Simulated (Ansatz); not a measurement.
# F3HOSi: the cost of one run

All numbers below are computed with Ansatz 0.2.0 (RKS PBE/STO-3G).

## (1) The structure to begin with

Bond lengths: Si1–O2 1.680 Å, O2–H3 1.010 Å, Si1–F4 1.590 Å, Si1–F5 1.589 Å, Si1–F6 1.589 Å. Angles: Si1–O2–H3 109.5°, O2–Si1–F4 109.5°, O2–Si1–F5 109.5°, O2–Si1–F6 109.5°, F4–Si1–F5 109.5°, F4–Si1–F6 109.5°, F5–Si1–F6 109.5°.

Structure file:

```xyz
6

Si    0.0000    0.0000    0.0000
O     0.0000    0.0000    1.6800
H    -0.9095   -0.2814    2.0171
F     1.4994    0.0000   -0.5295
F    -0.7489    1.2974   -0.5295
F    -0.7489   -1.2974   -0.5295
```

## (2) Preparing the start

The input, input.yaml:

```yaml
crystal:
  periodic: [false, false, false]
  atoms:
    - { symbol: Si, position_ang: [0.0, 0.0, 0.0] }
    - { symbol: O, position_ang: [0.0, 0.0, 1.68] }
    - { symbol: H, position_ang: [-0.9095, -0.2814, 2.0171] }
    - { symbol: F, position_ang: [1.4994, 0.0, -0.5295] }
    - { symbol: F, position_ang: [-0.7489, 1.2974, -0.5295] }
    - { symbol: F, position_ang: [-0.7489, -1.2974, -0.5295] }
basis:
  gaussian: { orbitals: STO-3G }
hamiltonian:
  xc: pbe
relax:
  f_tol: 0.02
  max_steps: 40
```

Run with:

```sh
$ ansatz run input.yaml --threads 1 --pin off --max-ram 2048MiB --backend cpu --events-out ev --progress --plain --runs-dir out
```

What time and memory should one allow on 1 thread of Arm Neoverse V2, shared host?

About 12 s, with a peak of 0.12 GiB.
